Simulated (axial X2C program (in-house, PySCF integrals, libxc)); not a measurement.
# AsF⁺: bond curves in the non-relativistic limit (speed of light times 100)

What are the state, bond length, wavenumber and bond energy of AsF⁺?

Method: all-electron X2C, As dyall-v3z, F dyall-v3z; program: an in-house X2C program for linear molecules on PySCF integrals.

All values are calculated.

## (1) The job

task.json

```json
{"zs": [33, 9], "q": 1, "bas": ["dyall-v3z", "dyall-v3z"], "levels": ["PBE0", "HF", "LDA", "M06"], "cc": false, "r0": 1.85, "npts": 10, "nst": 2, "ntry": 6, "opt": {"cfac": 100}}
```

Keys: zs atomic numbers; q charge; bas basis sets; levels methods (HF also brings MP2); cc coupled cluster on or off; r0 starting distance in Å; npts points asked for on the curve; nst determinants followed; ntry starts of the search; cfac factor on the speed of light (100 gives the non-relativistic limit).

On the command line:

```bash
> python so2c.py task.json out
```

The Hamiltonian is the X2C one with the speed of light multiplied by 100, which is the non-relativistic limit. Basis: As dyall-v3z contracted to [8s8p5d1f], F dyall-v3z contracted to [6s5p2d1f]; Gaussian nuclei, density fitting. Masses: As 74.922 u, F 18.998 u.

Notation: σ, π±, δ± give the projection m of an orbital's angular momentum (0, ±1, ±2), α and β its spin, Λ and M_S the sums; ω is the projection of a spinor's total angular momentum and Ω the sum. Logs are in hartree.

The runs that follow: PBE0, non-rel.; HF, non-rel.; LDA, non-rel.; M06, non-rel..

Before running it: what results should come out? Wanted: for each run, Hamiltonian; Re; ωe; De; μ.

**Answer**, as computed:

Lowest determinant found, non-rel.: M_S = 1/2, Λ = 1 (beyond closed shells: π+α).

```
Hamiltonian  level  Re (Å)  ωe (cm⁻¹)  De (eV)  μ (D)
   non-rel.   PBE0   1.661        838     4.61  -2.21
   non-rel.    LDA   1.664        820     6.09  -2.00
   non-rel.    M06   1.662        834     4.81  -2.39
```

Dipoles are positive if F is the positive end and refer to the centre of mass. No constants: non-rel. HF (the dipole of the solution jumps along the scan, a sign of a change of state); non-rel. MP2 (the dipole of the reference jumps along the scan, a sign of a change of state).

**Reading.** Bond lengths run from 1.661 Å (non-rel. PBE0) to 1.664 Å (non-rel. LDA).

De refers to As+ + F. Each curve is one determinant whose occupation by symmetry is held fixed; it was picked as the lowest of a PBE0 search that is not exhaustive. Dissociation energies refer to the lowest single-determinant-based atoms at the same level and basis. The meta-GGAs lack a current-density term, which matters for open shells with orbital currents, atoms included. These are model numbers, with the speed of light changed.
